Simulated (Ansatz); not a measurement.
**ReB2: further runs on the relaxed cell**

The task here is to estimate one member of a computed series from the others.

Method: DFT r2SCAN, scalar-relativistic, plane waves, PAW, in Ansatz 0.2.0.

**The structure to begin with**

The structure is hexagonal, space group P6_3/mmc (No. 194). Conventional cell: a = 2.902 Å, b = 2.902 Å, c = 7.463 Å, α = 90.00°, β = 90.00°, γ = 120.00°. Re (site symmetry -6m2) has 8 B at 2.22 to 2.25 Å as nearest neighbours. B (site symmetry 3m) is surrounded by 3 B at 1.82 Å and 4 Re at 2.22 to 2.25 Å.

Coordinates:

```cif
data_structure
_symmetry_space_group_name_H-M 'P6_3/mmc'
_symmetry_Int_Tables_number 194
_cell_length_a 2.9021
_cell_length_b 2.9021
_cell_length_c 7.4632
_cell_angle_alpha 90.000
_cell_angle_beta 90.000
_cell_angle_gamma 120.000
_cell_volume 54.44
loop_
_atom_site_label
_atom_site_type_symbol
_atom_site_symmetry_multiplicity
_atom_site_Wyckoff_symbol
_atom_site_fract_x
_atom_site_fract_y
_atom_site_fract_z
_atom_site_occupancy
Re1 Re 2 c 0.33333 0.66667 0.25000 1
B1 B 4 f 0.33333 0.66667 0.54796 1
```

This cell was relaxed beforehand with the same method: volume 9.07 Å³/atom, gap on the mesh none (metal).

Set-up of the first run:

input.yaml reads:

```yaml
crystal:
  lattice:
    - [2.8727911141, 0.0, 0.0]
    - [-1.4363955571, 2.4879100846, 0.0]
    - [0.0, 0.0, 7.3877848986]
  atoms:
    - { symbol: Re, position: [0.3333333333, 0.6666666667, 0.25] }
    - { symbol: Re, position: [0.6666666667, 0.3333333333, 0.75] }
    - { symbol: B, position: [0.3333333333, 0.6666666667, 0.5479553835] }
    - { symbol: B, position: [0.6666666667, 0.3333333333, 0.0479553835] }
    - { symbol: B, position: [0.3333333333, 0.6666666667, 0.9520446165] }
    - { symbol: B, position: [0.6666666667, 0.3333333333, 0.4520446165] }
basis:
  ecutwfc: 500
kpoints:
  mp_grid: { grid: [15, 15, 6] }
hamiltonian:
  xc: r2scan
scf:
  occupations: { method: gaussian, width: 0.1 }
output:
  forces: true
  stress: true
  eigenvalues: true
relax:
  adjacent_minimum: "off"
  f_tol: 0.01
  max_steps: 30
  cell: { stress_tol: 0.1, fix: [volume] }
```

Started as:

```console
$ ansatz run input.yaml --threads 2 --pin off --max-ram 5120MiB --backend cpu --events-out ev --progress --plain --runs-dir out
```

Steps of the session up to this table: Point at V/V0 = 0.97; The cell scaled to 1.03 of its volume; Point at V/V0 = 0.94; Volume × 1.06; Point at V/V0 = 0.91; Point at V/V0 = 1.10; Point at V/V0 = 0.88.

One table of the session follows, with a row left open; its other results are not shown here.

It belongs to the step «Fit of the equation of state». 

```
volume (Å³/atom)  energy above the lowest point (meV/atom)  pressure (GPa)
           7.984                                     175.0           57.48
           8.256                                      92.9           39.60
           8.528                                      39.0           24.30
           8.800                                       9.2           11.20
           9.073                                       0.0           -0.02
           9.345                                         ?               ?
           9.617                                      32.0          -17.87
           9.980                                      83.3          -27.04
```

Estimate the missing values for volume (Å³/atom) = 9.345.

Worked estimate for «energy above the lowest point (meV/atom)». A straight line through the neighbours (9.073, 0.0) and (9.617, 32.0) gives 0.0 + (32.0 − 0.0) × (9.345 − 9.073) / (9.617 − 9.073) = 16.0; a parabola fitted to 4 rows on both sides gives 8.7.

As computed: energy above the lowest point (meV/atom): 8.4; pressure (GPa): -9.63. In «energy above the lowest point (meV/atom)» the line misses by +7.6 and the parabola by +0.3.
